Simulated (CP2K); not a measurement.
# TiSn under changes of volume

One of the cells (21.965 Å³/atom); the others are scaled copies at fixed shape and fractional positions:

```
CELL_PARAMETERS angstrom
3.96058 0.00000 0.00000
1.98029 3.42996 0.00000
1.98029 1.14332 3.23380
ATOMIC_POSITIONS crystal
Ti 0.00000 0.00000 0.00000
Sn 0.50000 0.50000 0.50000
```

The cell was built by a generator and needn't be a form met in nature.

```yaml
Program: CP2K 2026.2
Functional: PBE
Potentials_or_basis: POTENTIAL_UZH Ti GTH-PBE-q12, Sn GTH-PBE-q4; TZVP-MOLOPT-PBE-GTH basis
Density_cutoff: 8163 eV
k_mesh: 8 × 8 × 8
Occupations: fermi-dirac, width 0.05 eV
Spin: no spin polarisation
```

```csv
volume (Å³/atom),energy over the lowest point (meV/atom),pressure (GPa)
20.647,31.41,7.0
21.086,15.46,4.8
21.526,5.27,2.8
21.965,?,?
22.404,0.00,-0.7
22.844,3.93,-2.1
23.283,11.66,-3.4
```

**Question.** What does the run at 21.965 Å³/atom give?

**Answer.** Energy over the lowest point 0.30 meV/atom; pressure 1.0 GPa.

Worked out: A Birch-Murnaghan fit of order 3 (a polynomial in V^(-2/3)) to the other rows has its minimum at 22.21 Å³/atom with B0 = V·E''(V) = 81 GPa and B' = 4.3. It gives 0.30 meV/atom at 21.965 Å³/atom, against the run's 0.30, and -dE/dV = 0.9 GPa, against 1.0.

Energies are extrapolated to zero smearing.

Caveats: the basis of atomic orbitals isn't converged, which shifts pressures, moduli and gaps.
